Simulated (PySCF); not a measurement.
# C6H5BrO2: magnetic properties

Wanted: magnetic properties for C6H5BrO2 (`C=C(Br)CC#CC(=O)O`).

Programs: PySCF 2.14.0, with routines of our own; each step states its level. All values are computed. Atoms count from 0.

### 1 The starting structure

14 atoms, charge 0, multiplicity 1; geometry from: GFN2-xTB.

### 2 Magnetic properties: GIAO B97-2/pcSseg-1

Job settings and geometry (Å):

```
{"job": {"kind": "mag", "xc": "B97-2", "basis": "pcSseg-1", "isotopologues": 0}, "charge": 0, "multiplicity": 1}
C      2.719001     0.827616     0.605814
C      1.872428    -0.179996     0.518698
Br     1.656848    -1.392692     1.983982
C      1.003498    -0.497198    -0.664533
C     -0.394165    -0.338130    -0.327619
C     -1.533889    -0.196747     0.028878
C     -2.927098    -0.072328     0.362722
O     -3.830274    -0.478566    -0.319269
O     -3.100258     0.555939     1.532370
H      3.313652     1.002040     1.485006
H      2.845314     1.517182    -0.211777
H      1.252024     0.168690    -1.495447
H      1.167710    -1.532510    -0.982347
H     -4.045470     0.616227     1.741382
```

Method: GIAO B97-2/pcSseg-1 magnetisability, rotational g tensor and spin-rotation constants, non-relativistic, gas phase.

The run is started by

```sh
> OMP_NUM_THREADS=1 python excited_run.py task.json out
```

This one command runs all jobs of the session in turn.

The log of the run:

```text
coarse grid: 61136 points
cycle   1  E = -2956.2086923180  dE =  3.839e-01  |g| = 1.157e+00  |ddm| = 4.084e+00
cycle   2  E = -2955.7703473531  dE =  4.383e-01  |g| = 1.806e+00  |ddm| = 2.847e+00
cycle   3  E = -2956.3561561836  dE = -5.858e-01  |g| = 4.842e-01  |ddm| = 2.362e+00
cycle   4  E = -2956.3972322510  dE = -4.108e-02  |g| = 1.747e-01  |ddm| = 5.031e-01
cycle   5  E = -2956.4022471816  dE = -5.015e-03  |g| = 4.004e-02  |ddm| = 1.293e-01
cycle   6  E = -2956.4025113510  dE = -2.642e-04  |g| = 1.804e-02  |ddm| = 4.951e-02
cycle   7  E = -2956.4025793388  dE = -6.799e-05  |g| = 7.150e-03  |ddm| = 1.630e-02
cycle   8  E = -2956.4025907674  dE = -1.143e-05  |g| = 2.032e-03  |ddm| = 7.442e-03
cycle   9  E = -2956.4025917187  dE = -9.513e-07  |g| = 7.088e-04  |ddm| = 2.057e-03
final grid: 129600 points
cycle  10  E = -2956.4025163607  dE =  2.410e-07  |g| = 1.292e-03  |ddm| = 2.756e-03
cycle  11  E = -2956.4025152678  dE =  1.093e-06  |g| = 2.540e-03  |ddm| = 3.171e-03
cycle  12  E = -2956.4025167423  dE = -1.474e-06  |g| = 2.251e-04  |ddm| = 2.115e-03
cycle  13  E = -2956.4025167532  dE = -1.095e-08  |g| = 4.133e-05  |ddm| = 1.875e-04
cycle  14  E = -2956.4025167536  dE = -4.156e-10  |g| = 8.690e-06  |ddm| = 4.337e-05
converged SCF energy = -2956.4025167536

Magnetisability tensor (1e-30 J/T^2)
    -1467.14       34.35       39.05
       34.35    -1478.85       44.74
       39.05       44.74    -1412.17
isotropic -1452.72   principal values   -1509.50  -1483.97  -1364.69
isotropic susceptibility -87.485 1e-6 cm^3/mol

Inertial axes            a          b          c
rot. const./GHz      2.0672     0.4838     0.4361
chi total           -88.019    -88.789    -85.646
chi diamagnetic    -675.102  -2353.899  -2600.097
chi paramagnetic    587.084   2265.110   2514.451
quadrupole/D A       -8.925     10.295     -1.370
g nuclear            0.5532     0.5084     0.5101
g electronic        -0.5702    -0.5148    -0.5151
g total             -0.0170    -0.0064    -0.0050

Spin-rotation constants (kHz, H = +C I.J)
atom  isotope        aa         bb         cc
  2   79Br        5.130      0.281      1.026
  9     1H       -0.033     -0.031     -0.022
 10     1H       -0.215      0.037     -0.044
 11     1H       -0.230      0.019     -0.045
 12     1H       -0.214     -0.052      0.016
 13     1H        0.066     -0.043     -0.047
  0    13C*       0.551      0.194      0.104
  1    13C*       0.622      0.221      0.119
  3    13C*       0.348      0.078      0.074
  4    13C*       0.253      0.140      0.152
  5    13C*       0.242      0.133      0.139
  6    13C*       0.724      0.166      0.151
  7    17O*      -1.029     -0.133     -0.202
  8    17O*      -0.685     -0.086     -0.071
* in the singly substituted isotopologue
```

It took 78 s on 1 thread of Arm Neoverse N1, shared host; peak memory 1 GiB.

In short:

```csv
quantity,value
magnetisability,-1453·10⁻³⁰ J/T²
molar susceptibility,-87.5·10⁻⁶ cm³/mol
"rotational g (a, b, c)","-0.0170, -0.0064, -0.0050"
```

Orbitals, density, ELF and potential are computed afterwards from the orbital file.

Frontier orbitals at B97-2/pcSseg-1, with the share of their density that lies nearest to each atom:

```
orbital  energy (eV)                                   lies on
   HOMO        -7.40                Br2 49 %; C0 25 %; C1 16 %
   LUMO        -1.31  C4, C6 about 25 % each; O7 18 %; C5 13 %
```

ELF in a plane through or near 8 of the atoms.

Ten even steps from '0' (0.00) to '9' (1.00):
```
0000000000000000000000000000
0000000000000000000000000000
0000000000000000000000000000
0000000100000000000000000000
0000028940000000001320000000
0000089991000000006875770000
0000189993220000006978992000
0000048966751002102748981000
0000024648771036521783210000
0000024786261178667232110000
0000025675684658339337773000
0000013434755974328483884000
0000000101522926863274883000
0000000001564567750189861000
0000000001353135530167520000
0000000000010001100012100000
0000000000000000000000000000
0000000000000000000000000000
0000000000000000000000000000
0000000000000000000000000000
```
The map spans 13.4 Å across and 8.7 Å up, centred on the molecule. Atoms in the plane (x, y in Å): C3 (-1.0, -1.0), C4 (0.4, -0.7), C5 (1.5, -0.4), C6 (2.9, -0.1), O7 (3.8, -0.9), O8 (3.1, 1.2), H9 (-3.3, 1.6), H13 (4.1, 1.4).

log10 of the density (e/Å³) in the same plane.

Values, 10 rows by 14 columns:
```
-4.0 -4.0 -4.0 -4.0 -4.0 -4.0 -4.0 -4.0 -4.0 -4.0 -4.0 -4.0 -4.0 -4.0
-4.0 -4.0 -4.0 -3.4 -3.2 -3.6 -4.0 -4.0 -4.0 -4.0 -3.5 -4.0 -4.0 -4.0
-4.0 -4.0 -3.0 -1.7 -1.6 -2.2 -2.8 -3.8 -3.4 -1.9 -1.4 -2.0 -3.4 -4.0
-4.0 -4.0 -2.2 -0.6 -0.2 -1.0 -1.7 -2.3 -2.0 -0.7  0.6 -0.2 -2.1 -4.0
-4.0 -4.0 -2.2 -0.8  0.2  0.1 -1.0 -1.1 -0.7 -0.5  0.4 -0.8 -2.3 -4.0
-4.0 -4.0 -2.5 -1.4 -0.4  0.1 -0.3  0.1  1.0  0.3  0.7 -0.2 -1.7 -4.0
-4.0 -4.0 -3.3 -2.2 -1.5 -0.1  0.5  0.3  0.0 -0.5  0.3  0.5 -1.5 -4.0
-4.0 -4.0 -4.0 -3.5 -2.2 -0.8 -0.6 -1.1 -1.3 -1.7 -1.0 -0.9 -2.3 -4.0
-4.0 -4.0 -4.0 -4.0 -3.2 -2.3 -2.3 -2.6 -2.8 -3.3 -3.0 -3.1 -4.0 -4.0
-4.0 -4.0 -4.0 -4.0 -4.0 -3.7 -3.7 -4.0 -4.0 -4.0 -4.0 -4.0 -4.0 -4.0
```
The map spans 13.4 Å across and 8.7 Å up, centred on the molecule. Atoms in the plane (x, y in Å): C3 (-1.0, -1.0), C4 (0.4, -0.7), C5 (1.5, -0.4), C6 (2.9, -0.1), O7 (3.8, -0.9), O8 (3.1, 1.2), H9 (-3.3, 1.6), H13 (4.1, 1.4).

On the surface of density 0.002 e/bohr³ the electrostatic potential runs, from the 1st to the 99th percentile, from -1.62 V near O7 to 2.24 V near H13.

### 3 Magnetic properties: GIAO wB97X-D/6-31G in chloroform

The job, as its differences from that of step 2:

```diff
@@ -1,2 +1,2 @@
-{"job": {"kind": "mag", "xc": "B97-2", "basis": "pcSseg-1", "isotopologues": 0}, "charge": 0, "multiplicity": 1}
+{"job": {"kind": "mag", "xc": "wB97X-D", "basis": "6-31G", "solvent": "chloroform"}, "charge": 0, "multiplicity": 1}
 C      2.719001     0.827616     0.605814
```

With the program's defaults for keys left out, this is: GIAO wB97X-D/6-31G magnetisability, non-relativistic, IEF-PCM chloroform.

The log of the run:

```text
coarse grid: 61136 points
cycle   1  E = -2955.3861041113  dE =  8.804e-01  |g| = 9.938e-01  |ddm| = 4.317e+00
cycle   2  E = -2955.2905064081  dE =  9.560e-02  |g| = 1.300e+00  |ddm| = 4.938e+00
cycle   3  E = -2955.6059983279  dE = -3.155e-01  |g| = 1.550e-01  |ddm| = 2.425e+00
cycle   4  E = -2955.6098959227  dE = -3.898e-03  |g| = 6.802e-02  |ddm| = 2.344e-01
cycle   5  E = -2955.6107913302  dE = -8.954e-04  |g| = 1.200e-02  |ddm| = 8.139e-02
cycle   6  E = -2955.6108270099  dE = -3.568e-05  |g| = 4.281e-03  |ddm| = 2.188e-02
cycle   7  E = -2955.6108323386  dE = -5.329e-06  |g| = 2.504e-03  |ddm| = 1.015e-02
final grid: 129600 points
cycle   8  E = -2955.6104783772  dE = -1.347e-08  |g| = 3.435e-03  |ddm| = 9.349e-03
cycle   9  E = -2955.6104757040  dE =  2.673e-06  |g| = 4.861e-03  |ddm| = 7.930e-03
cycle  10  E = -2955.6104812220  dE = -5.518e-06  |g| = 2.057e-04  |ddm| = 4.730e-03
cycle  11  E = -2955.6104812359  dE = -1.390e-08  |g| = 9.133e-05  |ddm| = 3.453e-04
cycle  12  E = -2955.6104812414  dE = -5.548e-09  |g| = 6.466e-05  |ddm| = 2.357e-04
cycle  13  E = -2955.6104812429  dE = -1.495e-09  |g| = 1.335e-05  |ddm| = 1.509e-04
cycle  14  E = -2955.6104812430  dE = -9.777e-11  |g| = 7.912e-06  |ddm| = 3.159e-05
converged SCF energy = -2955.6104812430

Magnetisability tensor (1e-30 J/T^2)
    -1469.91       37.69       43.51
       37.69    -1501.99       48.46
       43.51       48.46    -1428.15
isotropic -1466.68   principal values   -1531.60  -1496.46  -1371.99
isotropic susceptibility -88.326 1e-6 cm^3/mol

Inertial axes            a          b          c
rot. const./GHz      2.0672     0.4838     0.4361
chi total           -88.225    -90.023    -86.728
chi diamagnetic    -673.074  -2353.239  -2598.466
chi paramagnetic    584.848   2263.216   2511.737
quadrupole/D A       -9.926     11.620     -1.695
```

It took 47 s on 1 thread of Arm Neoverse N1, shared host; peak memory 0.85 GiB.

From this job:

| quantity | value |
| --- | --- |
| magnetisability | -1467·10⁻³⁰ J/T² |
| molar susceptibility | -88.3·10⁻⁶ cm³/mol |

### 4 Results

| quantity | value |
| --- | --- |
| magnetisability (step 2, GIAO B97-2/pcSseg-1) | -1453·10⁻³⁰ J/T² |
| molar susceptibility (step 2, GIAO B97-2/pcSseg-1) | -87.5·10⁻⁶ cm³/mol |
| rotational g (a, b, c) (step 2, GIAO B97-2/pcSseg-1) | -0.0170, -0.0064, -0.0050 |
| surface potential, 1st and 99th percentile | -1.62 V and 2.24 V |

What this shows: Steps that list no spin-orbit terms leave them out, which matters at and beside the heavy atoms. At B97-2/pcSseg-1, counted by nearest atom on the grid, the HOMO lies on Br2 49 %; C0 25 %, the LUMO on C4, C6 about 25 % each; O7 18 %. Vibrational averaging and real surroundings are missing from these values.
